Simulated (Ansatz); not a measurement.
**F2GeH6N2Si: one species, many methods**

The task here is to estimate one member of a computed series from the others.

Method: functionals in def2-TZVPP, the program's frozen cores in correlated methods; program: Ansatz 0.2.0, Gaussian basis.

The runs, in order: PBE-D4, r2SCAN-D4, PBE0-D4, B3LYP-D4, ωB97X-V, ωB97M-V, B2PLYP; CCSD(T)/def2-TZVPP; MP2/def2-QZVPP; extrapolation to the limit.

## Structure used throughout

All runs share one geometry, relaxed beforehand with PBE0-D4 in a triple-zeta def2 set.

SMILES `[NH2][GeH2][Si](N)(F)F`, 12 atoms, charge 0, spin multiplicity 1.

Atoms are counted from 1 here; the program's logs count them from 0.

Bond lengths: N1–Ge2 1.843 Å, N1–H7 1.011 Å, N1–H8 1.011 Å, Ge2–Si3 2.374 Å, Ge2–H9 1.554 Å, Ge2–H10 1.537 Å, Si3–N4 1.689 Å, Si3–F5 1.591 Å, Si3–F6 1.600 Å, N4–H11 1.006 Å, N4–H12 1.007 Å. Angles: Ge2–N1–H7 114.5°, Ge2–N1–H8 113.4°, H7–N1–H8 108.6°, N1–Ge2–Si3 106.8°, N1–Ge2–H9 114.3°, N1–Ge2–H10 107.4°, Si3–Ge2–H9 108.6°, Si3–Ge2–H10 112.6°, H9–Ge2–H10 107.3°, Ge2–Si3–N4 112.0°, Ge2–Si3–F5 114.0°, Ge2–Si3–F6 106.3°, N4–Si3–F5 106.1°, N4–Si3–F6 114.1°, F5–Si3–F6 104.3°, Si3–N4–H11 122.0°, Si3–N4–H12 122.1°, H11–N4–H12 112.5°.

The first run:

Input file in.yaml:

```yaml
crystal:
  periodic: [false, false, false]
  atoms:
    - {symbol: N, position_ang: [1.046295, -0.100496, -2.203535]}
    - {symbol: Ge, position_ang: [1.176137, 0.046548, -0.370672]}
    - {symbol: Si, position_ang: [-1.029238, 0.353797, 0.451571]}
    - {symbol: N, position_ang: [-1.155202, -0.047835, 2.087325]}
    - {symbol: F, position_ang: [-1.566023, 1.846038, 0.320954]}
    - {symbol: F, position_ang: [-1.987896, -0.497108, -0.506370]}
    - {symbol: H, position_ang: [1.916468, -0.319516, -2.668706]}
    - {symbol: H, position_ang: [0.344292, -0.762619, -2.504672]}
    - {symbol: H, position_ang: [1.796524, -1.194495, 0.328297]}
    - {symbol: H, position_ang: [2.090444, 1.244898, -0.070606]}
    - {symbol: H, position_ang: [-0.740689, -0.883355, 2.464186]}
    - {symbol: H, position_ang: [-1.891123, 0.314144, 2.672217]}
basis:
  gaussian: {orbitals: def2-TZVPP}
hamiltonian: {xc: pbe, dispersion: d4}
output: {forces: true, orbitals: {seedname: orbitals}}
```

Command:

```
> ansatz run in.yaml --threads 2 --pin off --events-out ev --progress --plain --max-ram 20480MiB --backend cuda --devices 0, --max-vram 18GiB
```

Among the steps run: PBE-D4 (GGA); r2SCAN-D4 (meta-GGA); PBE0-D4 (hybrid); B3LYP-D4 (hybrid); ωB97X-V (range-separated); ωB97M-V (range-separated); B2PLYP (double hybrid); CCSD(T) in def2-TZVPP; MP2 in def2-QZVPP.

One of the session's tables, all rows but one given; the rest of the session is left out.

It belongs to the step «Atomisation energies». 

| method | atomisation energy (kJ/mol) |
| --- | --- |
| PBE-D4 | 4281.2 |
| r2SCAN-D4 | 4217.4 |
| PBE0-D4 | 4187.6 |
| B3LYP-D4 | 4222.9 |
| ωB97X-V | 4260.5 |
| ωB97M-V | 4236.4 |
| B2PLYP | 4181.7 |
| HF/def2-TZVPP | ? |
| MP2/def2-TZVPP | 4195.4 |
| CCSD/def2-TZVPP | 4053.4 |
| CCSD(T)/def2-TZVPP | 4118.2 |
| MP2/CBS | 4332.0 |
| CCSD(T)/CBS | 4254.8 |

**Question.** Estimate the row for HF/def2-TZVPP.

**Answer.** atomisation energy (kJ/mol): 2942.6. In the column «atomisation energy (kJ/mol)» it is the lowest.
